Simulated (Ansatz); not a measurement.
**C₂H₇ClInNS: a ladder of functionals and wavefunction methods**

How much do the methods differ for C₂H₇ClInNS? The plan is to run it at one geometry with functionals of several rungs and with coupled cluster, and see how far each lands from CCSD(T) at the basis-set limit for the atomisation energy.

Program: Ansatz 0.2.0, Gaussian basis. Level of theory: functionals in def2-TZVPP, the program's frozen cores in correlated methods. These are calculated values, not measurements.

Levels to be run: PBE-D4, r2SCAN-D4, PBE0-D4, B3LYP-D4, ωB97X-V, ωB97M-V, B2PLYP; CCSD(T)/def2-TZVPP; MP2/def2-QZVPP; extrapolation to the limit.

### Step 1. The geometry

An earlier PBE0-D4 in a triple-zeta def2 set relaxation fixed the geometry. In takes the def2 core potential; no spin-orbit term is included.

SMILES `C[N](C)[In]([SH])[Cl]`, 13 atoms, charge 0, spin multiplicity 1.

Atoms are counted from 1 here; the program's logs count them from 0.

Bond lengths: C1–N2 1.439 Å, C1–H7 1.100 Å, C1–H8 1.093 Å, C1–H9 1.100 Å, N2–C3 1.440 Å, N2–In4 1.991 Å, C3–H10 1.100 Å, C3–H11 1.100 Å, C3–H12 1.092 Å, In4–S5 2.364 Å, In4–Cl6 2.328 Å, S5–H13 1.344 Å. Angles: N2–C1–H7 111.5°, N2–C1–H8 111.4°, N2–C1–H9 111.6°, H7–C1–H8 107.4°, H7–C1–H9 107.2°, H8–C1–H9 107.4°, C1–N2–C3 113.9°, C1–N2–In4 123.2°, C3–N2–In4 122.9°, N2–C3–H10 111.4°, N2–C3–H11 111.4°, N2–C3–H12 111.1°, H10–C3–H11 107.3°, H10–C3–H12 107.7°, H11–C3–H12 107.7°, N2–In4–S5 125.1°, N2–In4–Cl6 115.7°, S5–In4–Cl6 119.2° and more.

### Step 2. PBE-D4 (GGA)

The input, in.yaml:

```yaml
crystal:
  periodic: [false, false, false]
  atoms:
    - {symbol: C, position_ang: [0.054450, 0.925322, -1.349172]}
    - {symbol: N, position_ang: [-0.100610, -0.123802, -0.376053]}
    - {symbol: C, position_ang: [-0.569630, -1.367487, -0.929806]}
    - {symbol: In, position_ang: [0.296311, 0.118199, 1.559686]}
    - {symbol: S, position_ang: [1.064911, 2.122350, 2.550790]}
    - {symbol: Cl, position_ang: [-0.039526, -1.754351, 2.901046]}
    - {symbol: H, position_ang: [0.776417, 0.647407, -2.131427]}
    - {symbol: H, position_ang: [0.411806, 1.848871, -0.887029]}
    - {symbol: H, position_ang: [-0.897105, 1.154799, -1.851516]}
    - {symbol: H, position_ang: [0.122707, -1.754449, -1.692052]}
    - {symbol: H, position_ang: [-1.551591, -1.248045, -1.411157]}
    - {symbol: H, position_ang: [-0.670215, -2.129858, -0.154664]}
    - {symbol: H, position_ang: [1.102066, 1.561055, 3.771365]}
basis:
  gaussian: {orbitals: def2-TZVPP}
hamiltonian: {xc: pbe, dispersion: d4}
output: {forces: true, orbitals: {seedname: orbitals}}
```

Run with:

```bash
> ansatz run in.yaml --threads 2 --pin off --events-out ev --progress --plain --max-ram 32768MiB --backend cuda --devices 0, --max-vram 18GiB
```

After this run come: r2SCAN-D4 (meta-GGA); PBE0-D4 (hybrid); B3LYP-D4 (hybrid); ωB97X-V (range-separated); ωB97M-V (range-separated); B2PLYP (double hybrid); CCSD(T) in def2-TZVPP; MP2 in def2-QZVPP.

Q: Predict the results of all the runs planned. Wanted: atomisation energy, CCSD(T)/CBS; farthest; mean size of error, hybrid; mean size of error, range-separated; gap, smallest and largest; T1 diagnostic; triples share of the correlation energy.

The runs gave:

| quantity | value |
| --- | --- |
| atomisation energy, CCSD(T)/CBS | 45.662 eV |
| functionals within 0.457 eV (1.0 %) | r2SCAN-D4, PBE0-D4, B3LYP-D4, ωB97X-V, ωB97M-V |
| farthest | B2PLYP (-0.860 eV) |
| mean size of error, hybrid | 0.198 eV |
| mean size of error, range-separated | 0.093 eV |
| gap, smallest and largest | 2.71 eV (PBE-D4), 9.22 eV (ωB97X-V) |
| T1 diagnostic | 0.0139 |
| triples share of the correlation energy | 3.9 % |

In words: PBE-D4 is off by +0.699 eV. Double hybrids carry the basis error of their MP2 part in triple zeta, and no dispersion term here, so their miss is partly the set-up's. Misses under about 0.457 eV are within the doubt on the reference itself, which lacks core-valence correlation, spin-orbit coupling and higher excitations, and its outer-core shells are covered unevenly. All levels share the lack of spin-orbit coupling, which lowers the free heavy atoms and so the true binding. Hartree-Fock recovers 71 % of the binding; the rest is correlation. The gap grows from 2.7 to 9.2 eV across the functionals, mostly with the share of exact exchange. Correlated methods include outer-core shells of In, which these sets cover unevenly.
